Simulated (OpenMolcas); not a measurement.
# HF/6-31G(d) (Cartesian functions) run of CH6B2O (SMILES BB(C)O)

We compute an optimisation with harmonic vibrations of CH6B2O. 

Program for the calculation: OpenMolcas 26.06.

1 further run of the same task is left out (set aside as unsound or not needed).

## 1. The system as given

The species is CH6B2O (10 atoms), meant as a singlet with charge 0. As SMILES, `BB(C)O`. The shape is that of a PBE0-D4/def2-TZVP optimisation. This is one conformer, not always the lowest. The run starts from this shape.

Bond lengths: B1–B2 1.681 Å, B2–C3 1.575 Å, B2–O4 1.367 Å, B1–H5 1.201 Å, B1–H6 1.200 Å, C3–H7 1.093 Å, C3–H8 1.094 Å, C3–H9 1.097 Å, O4–H10 0.959 Å. Some angles: B1–B2–C3 118.7°, B1–B2–O4 125.5°, C3–B2–O4 115.8°, B2–B1–H5 121.9°, B2–B1–H6 122.5°, B2–C3–H7 113.8°, B2–C3–H8 111.5°, B2–C3–H9 108.5°, B2–O4–H10 114.4°, H5–B1–H6 115.4°.

## 2. An optimisation with harmonic vibrations at HF/6-31G(d) (Cartesian functions)

run.input

```
&GATEWAY
BASLIB = $CurrDir
COORD
10
angstrom
B       -1.157400       0.826800      -0.622100
B        0.289400       0.045900      -0.271000
C        0.377300      -0.834700       1.032200
O        1.432600       0.117800      -1.017900
H       -2.010400       0.312100      -1.292200
H       -1.440400       1.898900      -0.162200
H       -0.546500      -1.371000       1.265900
H        1.200400      -1.552500       0.975700
H        0.572700      -0.174500       1.886700
H        1.365300       0.679800      -1.792300
BASIS = 6-31Gs
GROUP = NoSym
>>> EXPORT MOLCAS_MAXITER=50
>>> Do While
&SEWARD
&SCF
PRORBITALS = 0
&SLAPAF
>>> EndDo
>>> COPY $Project.Opt.xyz $CurrDir/final.xyz
>>> COPY $Project.slapaf.h5 $CurrDir/final.slapaf.h5
&MCKINLEY
&MCLR
THERMOCHEMISTRY
1
1.0
298.15
End of PT
```

The basis set 6-31G* is read from a file made from the Basis Set Exchange's data (not shown).

Launch:

```bash
$ export MOLCAS_MEM=1860
$ pymolcas run.input > run.log
```

**Question.** What will come out? Wanted: total energy; dipole moment; HOMO energy; LUMO energy; HOMO–LUMO gap; lowest harmonic wavenumber; highest harmonic wavenumber; zero-point energy; ideal-gas entropy at 298.15 K and 1 atm.

Answer, from the run:

At HF/6-31G* (Cartesian functions):

```
                                                           quantity             value
                                                       total energy     -165.60688 Eh
                                                      dipole moment            1.27 D
                                                        HOMO energy         -10.78 eV
                                                        LUMO energy           2.34 eV
                                                      HOMO–LUMO gap          13.12 eV
                                         lowest harmonic wavenumber           45 cm⁻¹
                                        highest harmonic wavenumber         4132 cm⁻¹
                                                  zero-point energy      209.9 kJ/mol
ideal-gas entropy at 298.15 K and 1 atm (symmetry number 1 as used)  75.3 cal/(mol K)
```

**Reading.** At the final geometry: Bond lengths: B1–B2 1.718 Å, B2–C3 1.590 Å, B2–O4 1.362 Å, B1–H5 1.195 Å, B1–H6 1.195 Å, C3–H7 1.088 Å, C3–H8 1.086 Å, C3–H9 1.091 Å, O4–H10 0.946 Å. Some angles: B1–B2–C3 120.2°, B1–B2–O4 123.9°, C3–B2–O4 115.8°, B2–B1–H5 122.0°, B2–B1–H6 122.4°, B2–C3–H7 113.5°, B2–C3–H8 111.7°, B2–C3–H9 109.1°, B2–O4–H10 115.2°, H5–B1–H6 115.6°. All 24 modes are real, so the shape is a minimum at this level.
